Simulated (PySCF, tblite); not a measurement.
# C₆H₉NSi: dynamics, then NMR shifts on frames, part 1 of 2

How do NMR shifts of C₆H₉NSi (`C#C/C(=N\[SiH3])C1CC1`) change as the atoms move?

Programs: tblite 0.8.0 and PySCF 2.14.0, with density-fitted response routines of our own. Each step states its level of theory. These are calculated values for one molecule in the gas phase, unless marked as measured. Atoms count from 0, in the outputs and in this text.

### 1 The starting structure

17 atoms, charge 0, multiplicity 1; geometry from: GFN2-xTB.

Bonds of the start (Å): C0–C1 1.20, C1–C2 1.43, C2–N3 1.26, N3–Si4 1.71, C2–C5 1.47, C5–C6 1.51, C6–C7 1.49, C7–C5 1.51, C0–H8 1.05, Si4–H9 1.47, Si4–H10 1.46, Si4–H11 1.46, C5–H12 1.08, C6–H13 1.08, C6–H14 1.08, C7–H15 1.08, C7–H16 1.08.

### 2 Thermal motion with GFN2-xTB

What the job is given:

```
{"job": {"kind": "md", "xc": "GFN2-xTB", "basis": "xTB", "temperature": 400, "steps": 2000, "every": 50, "frames": 5}, "charge": 0, "multiplicity": 1}
C      0.750642     1.930394     1.565823
C      0.485611     0.965125     0.901417
C      0.242495    -0.187202     0.093036
N      1.147492    -0.801477    -0.540718
Si     2.837827    -0.621456    -0.736154
C     -1.154037    -0.654685     0.019843
C     -2.058780    -0.511426     1.219547
C     -2.281937     0.348937     0.026442
H      0.970145     2.774826     2.150971
H      3.503960     0.469333    -0.011757
H      2.991420    -0.425559    -2.177056
H      3.363911    -1.908498    -0.284660
H     -1.265842    -1.536901    -0.597267
H     -2.749534    -1.315913     1.420426
H     -1.642117    -0.055101     2.105003
H     -2.018725     1.394023     0.095090
H     -3.129529     0.147612    -0.610434
```

With the program's defaults for keys left out, this is: GFN2-xTB Langevin dynamics, gas phase.

Command:

```console
OMP_NUM_THREADS=1 python probes_run.py task.json out
```

This one command runs all jobs of the session in turn.

What it wrote:

```text
t/fs     T/K      E/eV
    0.0   345.3   -598.66790
   25.0   250.9   -598.08795
   50.0   301.7   -598.08717
   75.0   348.6   -598.24066
  100.0   268.0   -598.12179
  125.0   375.0   -598.09905
  150.0   286.3   -598.04769
  175.0   307.3   -598.22420
  200.0   318.3   -598.20080
  225.0   296.1   -597.97180
  250.0   323.7   -598.10526
  275.0   309.1   -598.00102
  300.0   298.6   -598.06870
  325.0   212.9   -597.78770
  350.0   259.9   -598.01858
  375.0   237.5   -597.84764
  400.0   261.3   -597.94027
  425.0   282.1   -597.93833
  450.0   302.4   -597.85610
  475.0   316.3   -597.84179
  500.0   363.2   -597.75839
  525.0   434.0   -597.92351
  550.0   433.2   -597.84774
  575.0   388.0   -597.63803
  600.0   424.8   -597.69932
  625.0   490.6   -597.83297
  650.0   430.8   -597.76997
  675.0   473.5   -597.99185
  700.0   400.2   -598.02171
  725.0   407.0   -597.95182
  750.0   421.1   -597.89920
  775.0   392.9   -597.87740
  800.0   415.4   -597.86761
  825.0   341.4   -597.87569
  850.0   371.7   -597.81797
  875.0   523.5   -597.90963
  900.0   524.1   -597.88368
  925.0   425.9   -598.03894
  950.0   384.4   -598.07826
  975.0   374.3   -598.13066
 1000.0   350.6   -598.12465
```

Run time: 74 s. Hardware: 1 thread of AMD EPYC, shared host; peak memory 0.19 GiB.

Distance from the start (root mean square after alignment): 0 fs 0.00 Å, 200 fs 0.21 Å, 400 fs 0.26 Å, 600 fs 0.97 Å, 800 fs 0.38 Å, 1000 fs 0.20 Å.

Positions (Å) and forces (eV/Å) at 1000 fs:

```xyz
17

C    -0.725    2.339    2.352   -0.327    2.122    1.145
C    -0.905    1.474    1.552    0.338   -1.091    0.019
C    -0.790    0.335    0.720   -1.343   -0.357   -0.610
N     0.016    0.338   -0.257    0.704   -0.371    0.432
Si    1.506    1.217   -0.388    0.103   -0.225   -0.067
C    -1.953   -0.633    0.879    0.757    1.593    0.483
C    -2.550   -0.895    2.259    0.585   -0.364   -0.058
C    -3.228    0.046    1.283   -0.948   -1.304    1.044
H    -0.832    3.262    2.896    0.278   -0.772   -0.266
H     1.775    2.365    0.534   -0.125   -0.412   -0.313
H     1.552    1.621   -1.782   -0.122    0.181   -0.114
H     2.546    0.168   -0.233   -0.276    0.208    0.169
H    -2.072   -1.367    0.127    0.259   -0.635   -0.514
H    -2.941   -1.935    2.450    0.434    1.414   -0.195
H    -1.987   -0.429    3.107   -0.744   -0.597   -0.805
H    -3.300    1.055    1.635    0.201    0.329   -0.385
H    -4.143   -0.345    0.834    0.226    0.282    0.033
```

### 3 Shielding tensors: 250 fs, PBE0/pcSseg-1

What the job is given:

```
{"job": {"kind": "nmr", "xc": "PBE0", "basis": "pcSseg-1", "pop": false}, "charge": 0, "multiplicity": 1}
C      0.725600     1.979900     1.435600
C      0.225500     1.052800     0.882400
C     -0.142400    -0.035200     0.091200
N      0.753500    -0.815700    -0.407600
Si     2.446200    -0.716100    -0.601300
C     -1.519600    -0.576800     0.207400
C     -2.390000    -0.416800     1.380200
C     -2.690700     0.406200     0.154600
H      1.047800     2.854700     1.989600
H      2.937900     0.553300    -0.413100
H      2.521800    -1.313000    -1.896000
H      3.168000    -1.702400     0.289200
H     -1.651100    -1.471200    -0.364200
H     -3.097300    -1.167600     1.649300
H     -1.970500     0.121100     2.238500
H     -2.543400     1.486700     0.155400
H     -3.508200     0.087400    -0.393100
```

Method: GIAO PBE0/pcSseg-1 NMR shielding, non-relativistic, gas phase.

What it wrote:

```text
coarse grid: 14784 points
cycle   1  E = -577.5273547399  dE =  1.269e+00  |g| = 5.321e-01  |ddm| = 3.926e+00
cycle   2  E = -577.4320602861  dE =  9.529e-02  |g| = 8.433e-01  |ddm| = 1.468e+00
cycle   3  E = -577.5866487994  dE = -1.546e-01  |g| = 2.000e-01  |ddm| = 1.022e+00
cycle   4  E = -577.5962443950  dE = -9.596e-03  |g| = 4.452e-02  |ddm| = 2.371e-01
cycle   5  E = -577.5966624655  dE = -4.181e-04  |g| = 1.846e-02  |ddm| = 5.888e-02
cycle   6  E = -577.5967310585  dE = -6.859e-05  |g| = 8.843e-03  |ddm| = 2.276e-02
cycle   7  E = -577.5967492847  dE = -1.823e-05  |g| = 1.941e-03  |ddm| = 7.737e-03
cycle   8  E = -577.5967502365  dE = -9.518e-07  |g| = 3.629e-04  |ddm| = 2.036e-03
final grid: 138520 points
cycle   9  E = -577.6433986677  dE = -3.894e-05  |g| = 6.930e-03  |ddm| = 4.521e-02
cycle  10  E = -577.6433951951  dE =  3.473e-06  |g| = 7.904e-03  |ddm| = 1.536e-02
cycle  11  E = -577.6434107338  dE = -1.554e-05  |g| = 1.246e-03  |ddm| = 8.207e-03
cycle  12  E = -577.6434110776  dE = -3.438e-07  |g| = 4.685e-04  |ddm| = 1.257e-03
cycle  13  E = -577.6434111297  dE = -5.212e-08  |g| = 1.177e-04  |ddm| = 4.284e-04
cycle  14  E = -577.6434111332  dE = -3.443e-09  |g| = 2.349e-05  |ddm| = 1.512e-04
cycle  15  E = -577.6434111332  dE = -7.481e-11  |g| = 1.406e-05  |ddm| = 3.153e-05
converged SCF energy = -577.6434111332

GIAO shielding tensors (ppm)
atom      isotropic    diamagn.    paramagn.     s11        s22        s33       span
  0 C       92.873     260.436    -167.563     35.437     47.838    195.343    159.906
  1 C      109.940     263.115    -153.175      9.726     22.141    297.954    288.228
  2 C        5.133     243.789    -238.656    -94.528     -5.727    115.654    210.182
  3 N     -166.807     328.758    -495.565   -581.254   -194.389    275.222    856.475
  4 Si     416.268     881.184    -464.916    377.103    392.710    478.990    101.887
  5 C      155.184     245.335     -90.151    110.763    138.372    216.418    105.656
  6 C      175.812     252.897     -77.085    151.099    177.098    199.239     48.140
  7 C      183.283     252.097     -68.814    152.467    177.955    219.427     66.960
  8 H       27.835      32.163      -4.328     23.614     24.784     35.108     11.495
  9 H       27.705      31.263      -3.558     24.030     27.505     31.579      7.548
 10 H       26.638      29.942      -3.304     23.296     25.700     30.916      7.620
 11 H       26.203      28.659      -2.456     23.729     24.742     30.139      6.409
 12 H       29.790      31.901      -2.111     23.500     27.863     38.007     14.507
 13 H       30.933      29.455       1.478     25.385     26.299     41.113     15.728
 14 H       30.209      29.744       0.465     24.393     28.380     37.854     13.461
 15 H       30.543      30.188       0.355     24.571     28.408     38.651     14.081
 16 H       32.563      31.113       1.450     26.044     28.054     43.592     17.548
```

Run time: 93 s. Hardware: 1 thread of AMD EPYC, shared host; peak memory 0.84 GiB.

The references, computed at this level on geometries of the same kind, shield at (ppm): 1H TMS 31.72, 13C TMS 186.9, 29Si TMS 349.2, 15N NH3 267.7. Their shielding less the atom's gives the shift. The references are single molecules in the gas phase, so shifts against H2O, NH3, PH3, H3PO4 or CFCl3 are not on the usual liquid scales and can be off by tens of ppm. Each atom is listed at this fixed geometry, with no averaging over motion; a spectrum would average atoms that exchange fast.

```tsv
atoms	environment	σ (ppm)	δ (ppm)
C2	C=N carbon	5.1	181.8
C0	terminal alkyne carbon	92.9	94.1
C1	alkyne carbon	109.9	77.0
C5	three-membered-ring carbon	155.2	31.7
C6	three-membered-ring carbon	175.8	11.1
C7	three-membered-ring carbon	183.3	3.6
H11	hydrogen on a silicon bonded to N	26.20	5.51
H10	hydrogen on a silicon bonded to N	26.64	5.08
H9	hydrogen on a silicon bonded to N	27.70	4.01
H8	hydrogen on a terminal alkyne carbon	27.84	3.88
H12	hydrogen on a three-membered-ring carbon	29.79	1.93
H14	hydrogen on a three-membered-ring carbon	30.21	1.51
H15	hydrogen on a three-membered-ring carbon	30.54	1.17
H13	hydrogen on a three-membered-ring carbon	30.93	0.78
H16	hydrogen on a three-membered-ring carbon	32.56	-0.85
N3	imine nitrogen	-166.8	434.5
Si4	silicon bonded to N, 3 H	416.3	-67.1
```

Ring of atoms C5, C6, C7: NICS(0) -42.9, NICS(1) -8.3, NICS(1)zz -25.0 ppm (means of both faces).

In rings of three or four atoms NICS is ruled by the nearby σ bonds, so it says little on aromaticity.

### 4 NMR shieldings: 425 fs, PBE0/pcSseg-1

What the job is given:

```
{"job": {"kind": "nmr", "xc": "PBE0", "basis": "pcSseg-1", "pop": false}, "charge": 0, "multiplicity": 1}
C      0.197900     2.210300     1.686400
C      0.036600     1.281600     0.945200
C     -0.258200    -0.025500     0.261400
N      0.643000    -0.850100    -0.174900
Si     2.375800    -0.652900    -0.244100
C     -1.618500    -0.387500     0.273100
C     -2.378000    -0.067300     1.570500
C     -2.728400     0.698600     0.296500
H      0.783400     2.852300     2.293000
H      3.049600    -0.088400     0.869800
H      2.641300     0.274700    -1.370300
H      2.932400    -2.007100    -0.509700
H     -1.851900    -1.305500    -0.291400
H     -3.183200    -0.676600     1.962000
H     -1.941500     0.494000     2.335600
H     -2.493700     1.757700     0.179500
H     -3.650100     0.456600    -0.111900
```

With the program's defaults for keys left out, this is: GIAO PBE0/pcSseg-1 NMR shielding, non-relativistic, gas phase.

What it wrote:

```text
coarse grid: 14784 points
cycle   1  E = -577.5324047572  dE =  1.062e+00  |g| = 5.153e-01  |ddm| = 3.899e+00
cycle   2  E = -577.4461896016  dE =  8.622e-02  |g| = 8.191e-01  |ddm| = 1.438e+00
cycle   3  E = -577.5869591846  dE = -1.408e-01  |g| = 1.866e-01  |ddm| = 9.882e-01
cycle   4  E = -577.5950781110  dE = -8.119e-03  |g| = 4.485e-02  |ddm| = 2.229e-01
cycle   5  E = -577.5955269497  dE = -4.488e-04  |g| = 1.433e-02  |ddm| = 5.517e-02
cycle   6  E = -577.5955629049  dE = -3.596e-05  |g| = 7.129e-03  |ddm| = 1.517e-02
cycle   7  E = -577.5955747108  dE = -1.181e-05  |g| = 2.434e-03  |ddm| = 6.401e-03
cycle   8  E = -577.5955762164  dE = -1.506e-06  |g| = 3.592e-04  |ddm| = 2.458e-03
final grid: 138520 points
cycle   9  E = -577.6432203680  dE = -5.023e-05  |g| = 7.165e-03  |ddm| = 4.414e-02
cycle  10  E = -577.6432178976  dE =  2.470e-06  |g| = 7.906e-03  |ddm| = 1.512e-02
cycle  11  E = -577.6432335683  dE = -1.567e-05  |g| = 9.134e-04  |ddm| = 7.995e-03
cycle  12  E = -577.6432337072  dE = -1.389e-07  |g| = 5.448e-04  |ddm| = 1.128e-03
cycle  13  E = -577.6432337787  dE = -7.156e-08  |g| = 1.481e-04  |ddm| = 4.739e-04
cycle  14  E = -577.6432337841  dE = -5.415e-09  |g| = 3.239e-05  |ddm| = 1.638e-04
cycle  15  E = -577.6432337843  dE = -1.830e-10  |g| = 1.897e-05  |ddm| = 5.213e-05
converged SCF energy = -577.6432337843

GIAO shielding tensors (ppm)
atom      isotropic    diamagn.    paramagn.     s11        s22        s33       span
  0 C       97.546     268.006    -170.460     17.759     44.883    229.996    212.236
  1 C       91.122     263.832    -172.710    -16.528      2.853    287.041    303.570
  2 C        7.303     246.154    -238.851   -103.335     24.067    101.177    204.512
  3 N     -100.558     327.988    -428.546   -411.917   -151.446    261.689    673.606
  4 Si     413.899     879.881    -465.982    357.558    404.546    479.594    122.037
  5 C      159.013     243.676     -84.663    113.436    146.119    217.485    104.049
  6 C      170.385     250.046     -79.662    133.542    177.618    199.994     66.451
  7 C      172.350     250.891     -78.541    137.807    175.763    203.481     65.674
  8 H       28.176      33.031      -4.855     23.202     24.531     36.795     13.594
  9 H       27.305      30.313      -3.009     23.873     26.934     31.107      7.234
 10 H       26.695      29.115      -2.420     23.386     25.661     31.038      7.652
 11 H       26.403      28.608      -2.205     23.224     25.137     30.848      7.624
 12 H       28.803      29.656      -0.853     22.481     26.872     37.055     14.574
 13 H       30.485      28.487       1.998     24.895     26.123     40.439     15.544
 14 H       31.072      31.549      -0.477     24.623     29.890     38.703     14.080
 15 H       30.017      30.020      -0.002     23.859     28.768     37.424     13.564
 16 H       32.010      30.483       1.527     25.947     27.671     42.411     16.463
```

Wall time 79 s (1 thread of AMD EPYC, shared host); peak memory 0.85 GiB.

This run: δ C2 179.6, C1 95.8, C0 89.4, C5 27.9, H11 5.31, H10 5.02 ppm.

(Continued in part 2 of 2.)
